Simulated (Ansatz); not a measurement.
# C₅H₆F₂: how energies converge with the basis set

The task here is to estimate one member of a computed series from the others.

The runs use Ansatz 0.2.0, Gaussian basis; one geometry, several basis sets.

The runs, in order: PBE0-D4/def2-SVP; ωB97M-V/def2-SVP; PBE0-D4/def2-QZVPP; ωB97M-V/def2-QZVPP; the functionals' def2-TZVPP values are taken from earlier runs.

1 further run of the same task is left out (it didn't finish).

### The relaxed structure

The geometry comes from an earlier relaxation with PBE0-D4 in a triple-zeta def2 set; it is a stationary point, not always the lowest conformer.

SMILES `FC1=CCCC1F`, 13 atoms, charge 0, spin multiplicity 1.

Atoms are counted from 1 here; the program's logs count them from 0.

Bond lengths: F1–C2 1.329 Å, C2–C3 1.324 Å, C2–C6 1.489 Å, C3–C4 1.496 Å, C3–H8 1.082 Å, C4–C5 1.541 Å, C4–H9 1.095 Å, C4–H10 1.093 Å, C5–C6 1.523 Å, C5–H11 1.090 Å, C5–H12 1.092 Å, C6–F7 1.396 Å, C6–H13 1.093 Å. Angles: F1–C2–C3 126.4°, F1–C2–C6 119.4°, C3–C2–C6 114.1°, C2–C3–C4 110.5°, C2–C3–H8 124.9°, C4–C3–H8 124.6°, C3–C4–C5 103.6°, C3–C4–H9 110.8°, C3–C4–H10 112.2°, C5–C4–H9 112.3°, C5–C4–H10 111.6°, H9–C4–H10 106.5°, C4–C5–C6 106.5°, C4–C5–H11 113.6°, C4–C5–H12 109.8°, C6–C5–H11 110.2°, C6–C5–H12 109.0°, H11–C5–H12 107.6° and more.

The first run:

The input, in.yaml:

```yaml
crystal:
  periodic: [false, false, false]
  atoms:
    - {symbol: F, position_ang: [-1.766103, -1.024149, 1.652056]}
    - {symbol: C, position_ang: [-0.803282, -0.580935, 0.849938]}
    - {symbol: C, position_ang: [0.433747, -1.047722, 0.773599]}
    - {symbol: C, position_ang: [1.228278, -0.262941, -0.221773]}
    - {symbol: C, position_ang: [0.171201, 0.616515, -0.917668]}
    - {symbol: C, position_ang: [-1.065970, 0.592320, -0.029145]}
    - {symbol: F, position_ang: [-1.158061, 1.747752, 0.748453]}
    - {symbol: H, position_ang: [0.826376, -1.862645, 1.367592]}
    - {symbol: H, position_ang: [1.999446, 0.332397, 0.278711]}
    - {symbol: H, position_ang: [1.747923, -0.907173, -0.935974]}
    - {symbol: H, position_ang: [0.496738, 1.644289, -1.080602]}
    - {symbol: H, position_ang: [-0.081557, 0.191599, -1.891037]}
    - {symbol: H, position_ang: [-2.008237, 0.525893, -0.579452]}
basis:
  gaussian: {orbitals: def2-SVP}
hamiltonian: {xc: pbe0, dispersion: d4}
output: {orbitals: {seedname: orbitals}}
```

Started as:

```
$ ansatz run in.yaml --threads 2 --pin off --events-out ev --progress --plain --max-ram 32768MiB --backend cpu
```

Among the steps run: PBE0-D4 in def2-SVP; ωB97M-V in def2-SVP; PBE0-D4 in def2-QZVPP; ωB97M-V in def2-QZVPP.

One table of the session follows, with a row left open; its other results are not shown here.

It belongs to the step «Functionals by basis». 

| functional | basis | HOMO (eV) | LUMO (eV) |
| --- | --- | --- | --- |
| PBE0-D4 | def2-SVP | ? | ? |
| PBE0-D4 | def2-TZVPP | -7.44 | 0.01 |
| PBE0-D4 | def2-QZVPP | -7.47 | -0.07 |
| ωB97M-V | def2-SVP | -9.60 | 2.42 |
| ωB97M-V | def2-TZVPP | -9.67 | 2.12 |
| ωB97M-V | def2-QZVPP | -9.70 | 1.79 |

**Question.** Estimate the row for PBE0-D4, def2-SVP.

**Answer.** HOMO (eV): -7.38; LUMO (eV): 0.20. In the column «HOMO (eV)» it is the highest.
